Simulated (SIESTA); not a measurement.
TiFe3O6:

```
CELL_PARAMETERS angstrom
2.58454 1.49218 4.63613
-2.58454 1.49218 4.63613
0.00000 -2.98437 4.63613
ATOMIC_POSITIONS crystal
Fe 0.14767 0.14767 0.14767
Fe 0.64763 0.64763 0.64763
Fe 0.35658 0.35658 0.35658
Ti 0.85423 0.85423 0.85423
O 0.76894 0.44898 0.03568
O 0.03568 0.76894 0.44898
O 0.44898 0.03568 0.76894
O 0.23903 0.57014 0.93111
O 0.93111 0.23903 0.57014
O 0.57014 0.93111 0.23903
```

The cell comes from a database or a generator and needn't be the stable form of this composition.

```yaml
Program: SIESTA 5.4.2
Task: single point
Functional: PBEsol
Potentials_or_basis: PseudoDojo 0.4 standard (PBEsol files)
Basis: DZP (energy shift 0.003 Ry; two zetas on semicore shells)
Grid_cutoff: 800 Ry
Energy_shift: 0.003 Ry
k_mesh: 6 × 6 × 6
Occupations: fermi-dirac, width 0.05 eV
Spin: collinear spin, ferromagnetic start
Starting_moments: "[3.0, 3.0, 3.0, 1.0, 0.0, 0.0, 0.0, 0.0, 0.0, 0.0] μB"
```

On this cell: pressure -8.6 GPa; largest force 0.757 eV/Å; net moment 13.52 μB per cell; site moments Fe +3.93, +3.90, +3.95; Ti +0.09; O +0.33, +0.22 μB; band gap on the k mesh none (metal or under the smearing width).

The same run follows on a disturbed copy (atoms moved at random, drawn with an rms of 0.05 Å):

```
CELL_PARAMETERS angstrom
2.58454 1.49218 4.63613
-2.58454 1.49218 4.63613
0.00000 -2.98437 4.63613
ATOMIC_POSITIONS crystal
Fe 0.15016 0.14202 0.15002
Fe 0.64821 0.65121 0.65098
Fe 0.34842 0.35420 0.36500
Ti 0.84901 0.85195 0.85673
O 0.77370 0.44139 0.03249
O 0.03771 0.77216 0.44145
O 0.45449 0.03107 0.77166
O 0.24502 0.56053 0.93485
O 0.91865 0.24426 0.57051
O 0.56723 0.92405 0.25525
```

Q: What changes?

A: The energy (extrapolated to zero smearing) moves by +10.8 meV/atom; pressure -10.3 GPa; largest force 0.815 eV/Å; net moment 12.98 μB per cell; site moments Fe +3.79, +3.72, +3.92; Ti +0.09; O +0.27, +0.29, +0.21, +0.20 μB; band gap on the k mesh none (metal or under the smearing width).

Forces on the atoms (eV/Å):
```
Fe  -0.267  0.099  0.339
Fe   0.197 -0.214 -0.460
Fe   0.072  0.223 -0.150
Ti   0.234 -0.080  0.515
O   -0.435 -0.459 -0.003
O    0.714 -0.381 -0.096
O   -0.488  0.472 -0.255
O   -0.291 -0.263  0.028
O    0.493  0.087  0.261
O   -0.233  0.517 -0.177
```

Stress tensor (GPa, compression positive):
```
-11.22   0.21  -0.23
  0.21 -11.63   0.12
 -0.23   0.12  -8.01
```

Caveats: short orbitals over semicore shells can move pressures by several GPa; the basis of atomic orbitals isn't converged, which shifts pressures, moduli and gaps; semilocal functionals often make such compounds metallic where correlation or magnetic order opens a gap, which also shifts bond lengths; only a ferromagnetic start was run, and an antiferromagnetic order may lie lower in energy.
